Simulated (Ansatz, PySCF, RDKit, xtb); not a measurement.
**Isomers of C5H8N2, a sample narrowed down**

Which of a sample of isomers of C5H8N2 is the most stable in the gas at 298.15 K, and what are its properties? The sample is small against all isomers, and the most stable one of this formula need not be in it.

The funnel: GFN2-xTB relaxations, single points with a density functional, relaxations at B3LYP-D3(BJ)/def2-SVP, harmonic vibrations (at GFN2-xTB), and a last energy at a higher level. All values are calculated.

## Step 1: Possible bonding patterns

Isomers were taken from a list of plausible structures; this is a sample, not all of them. That gives 14 candidates.

```tsv
label	SMILES	spin
c044	C/N=C\C#CCN	singlet
c088	C/N=C\CCC#N	singlet
c115	Cc1ccnn1C	singlet
c261	CNc1cc[nH]c1	singlet
c269	CNCC#CC=N	singlet
c273	CNC/C=C\C#N	singlet
c336	Cc1cn(C)cn1	singlet
c399	Cc1cncn1C	singlet
c470	C#CCNCC=N	singlet
c516	C=NN[C@@H]1C=CC1	singlet
c663	CCC(=N)CC#N	singlet
c854	C[C@H](C#N)CC=N	singlet
c964	CCc1ncc[nH]1	singlet
c997	C=N[C@@H]1[C@H]2[C@@H](N)[C@@H]12	singlet
```

Candidates are built by distance geometry, with a force field where one applies, in up to four conformers (letters a to d).

Q: Predict the outcome of this search (final energies at CCSD(T)/def2-SVP + MP2/def2-TZVPP - MP2/def2-SVP).

| quantity | value |
| --- | --- |
| lowest structure found | CCc1ncc[nH]1, singlet |
| next finalist | Cc1cn(C)cn1, singlet, 2.6 kcal/mol higher in G |
| share at equilibrium, among the finalists | 98.6 % |
| dipole moment (PBE0/def2-SVPD) | 3.55 D |
| HOMO energy (PBE0/def2-SVPD) | -6.41 eV |
| LUMO energy (PBE0/def2-SVPD) | 0.40 eV |
| HOMO–LUMO gap (PBE0/def2-SVPD) | 6.81 eV |
| lowest excitation (TD-PBE0/def2-SVPD) | 5.75 eV (f = 0.017) |
| strongest of the states computed, same level | 6.34 eV (f = 0.215) |
| lowest triplet excitation, same level, Tamm-Dancoff | 4.37 eV |
| vertical ionisation energy | 8.42 eV |
| vertical electron affinity | -1.54 eV (unbound: the value depends on the basis) |
| vertical triplet less singlet | +4.38 eV |

The lowest structure found is `CCc1ncc[nH]1`. The margin, 2.6 kcal/mol, is modest. r2SCAN-D4/def2-SVP, B3LYP-D3(BJ)/def2-SVP, HF/def2-SVP and MP2/def2-SVP already put its bonding pattern lowest among the structures in one piece; GFN2-xTB and HF/STO-3G favour the singlet Cc1cncn1C. The search is not exhaustive (a finite list of starts, one conformer a finalist), so a lower isomer can't be ruled out. Only 14 drawn patterns were tried, so whole families of isomers are missing, and the result ranks this sample alone.
